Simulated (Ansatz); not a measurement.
# Sc: a tetragonal deformation path

The task, for Sc: follow a tetragonal deformation at fixed volume.

Computed with Ansatz 0.2.0 (DFT r2SCAN, scalar-relativistic, plane waves, PAW, unless a step's input says otherwise).

## (1) The system as given

It takes space group Fm-3m (No. 225, cubic). The conventional cell has a = 4.541 Å, b = 4.541 Å, c = 4.541 Å, α = 90.00°, β = 90.00°, γ = 90.00°. Sc (site symmetry m-3m) has 12 Sc at 3.21 Å in its first shell of neighbours.

As a file:

```cif
data_structure
_symmetry_space_group_name_H-M 'P 1'
_symmetry_Int_Tables_number 1
_cell_length_a 3.2110
_cell_length_b 3.2110
_cell_length_c 3.2110
_cell_angle_alpha 60.000
_cell_angle_beta 60.000
_cell_angle_gamma 60.000
_cell_volume 23.41
loop_
_atom_site_label
_atom_site_type_symbol
_atom_site_fract_x
_atom_site_fract_y
_atom_site_fract_z
_atom_site_occupancy
Sc1 Sc 0.00000 0.00000 0.00000 1
```

No relaxation comes first: the listed cell is the starting point.

## (2) The reference cell

The reference gives a free energy of -2140.5026 eV, pressure 4.06 GPa, largest force 0.000 eV/Å and gap on the mesh none (metal). It was computed beforehand with the settings of the runs below.

## (3) Next: a tetragonal deformation path

At fixed volume and fractional coordinates, lengths along (0.000, 0.000, 1.000) are scaled against those across it; ρ is that ratio over its starting value.

## (4) ρ = 0.707

input.yaml

```yaml
crystal:
  lattice:
    - [0.0, 2.5486783803, 1.8019156149]
    - [2.5486783803, 0.0, 1.8019156149]
    - [2.5486783803, 2.5486783803, 0.0]
  atoms:
    - { symbol: Sc, position: [0.0, 0.0, 0.0] }
basis:
  ecutwfc: 500
kpoints:
  mp_grid: { grid: [20, 20, 20] }
hamiltonian:
  xc: r2scan
scf:
  occupations: { method: gaussian, width: 0.15 }
output:
  forces: true
  stress: true
  eigenvalues: true
```

Launch:

```bash
> ansatz run input.yaml --threads 1 --pin off --max-ram 2560MiB --backend cpu --events-out ev --progress --plain --runs-dir out
```

The session goes on with these runs: At ρ = 1.414; At ρ = 0.850; At ρ = 1.200; point ρ = 0.780; At ρ = 1.300; At ρ = 0.920; point ρ = 1.100; point ρ = 0.650; At ρ = 1.500; point ρ = 0.960; At ρ = 1.050.

Before running it: what results should come out? Wanted: highest point.

The runs gave:

| quantity | value |
| --- | --- |
| highest point | 318.7 meV/atom at ρ = 1.500 |

**Reading.** The undisturbed cell stays the lowest of the sampled points. Further dips among the sampled points: ρ = 0.707 (16.7 meV/atom); whether they survive relaxation was not tested. At ρ = 0.707 the cell takes another symmetry, Im-3m, 16.7 meV/atom from the start at this fixed volume.
